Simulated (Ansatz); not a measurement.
# Cl: the cost of one run

Computed with Ansatz 0.2.0 (reference: DFT PBEsol, plane waves, PAW, scalar-relativistic, no spin polarisation, unless a step's input says otherwise).

### Step 1. The starting structure

It takes space group Cmce (No. 64, orthorhombic). Conventional cell: a = 6.254 Å, b = 4.278 Å, c = 8.180 Å, α = 90.00°, β = 90.00°, γ = 90.00°. Cl (site symmetry m) has 1 Cl at 2.15 Å as nearest neighbours.

As a file:

```
CELL_PARAMETERS angstrom
3.12679 2.13915 0.00000
3.12679 -2.13915 0.00000
0.00000 0.00000 -8.17952
ATOMIC_POSITIONS crystal
Cl 0.13610 0.86390 0.88950
Cl 0.36390 0.63610 0.38950
Cl 0.86390 0.13610 0.11050
Cl 0.63610 0.36390 0.61050
```

### Step 2. The reference run

input.yaml

```yaml
crystal:
  lattice:
    - [3.126787, 2.139153, 0.0]
    - [3.126787, -2.139153, 0.0]
    - [0.0, 0.0, -8.17952]
  atoms:
    - { symbol: Cl, position: [0.1361, 0.8639, 0.8895] }
    - { symbol: Cl, position: [0.3639, 0.6361, 0.3895] }
    - { symbol: Cl, position: [0.8639, 0.1361, 0.1105] }
    - { symbol: Cl, position: [0.6361, 0.3639, 0.6105] }
  symmetry: { tolerance: 0.0003 }
kpoints:
  mp_grid: { grid: [5, 5, 3], shift: [0, 0, 0] }
magnetization:
  spin_polarized: false
scf:
  occupations: { method: gaussian, width: 0.0282 }
hamiltonian:
  pseudopotentials: { kind: paw }
  xc: pbesol
basis:
  ecutwfc: 420
output:
  forces: true
  stress: true
  eigenvalues: true
  write_density: true
  write_potential: true
  elf: true
  volumetric_format: npy
```

Run with:

```
$ ansatz run input.yaml --threads 1 --pin off --max-ram 2560MiB --backend cpu --events-out ev --progress --plain --runs-dir out
```

**Question.** How long does this run take on 1 thread of Intel Xeon Platinum 8375C at 2.90GHz (Ice Lake), shared host, and how much memory does it need?

About 2.4 s, with a peak of 0.4 GiB.
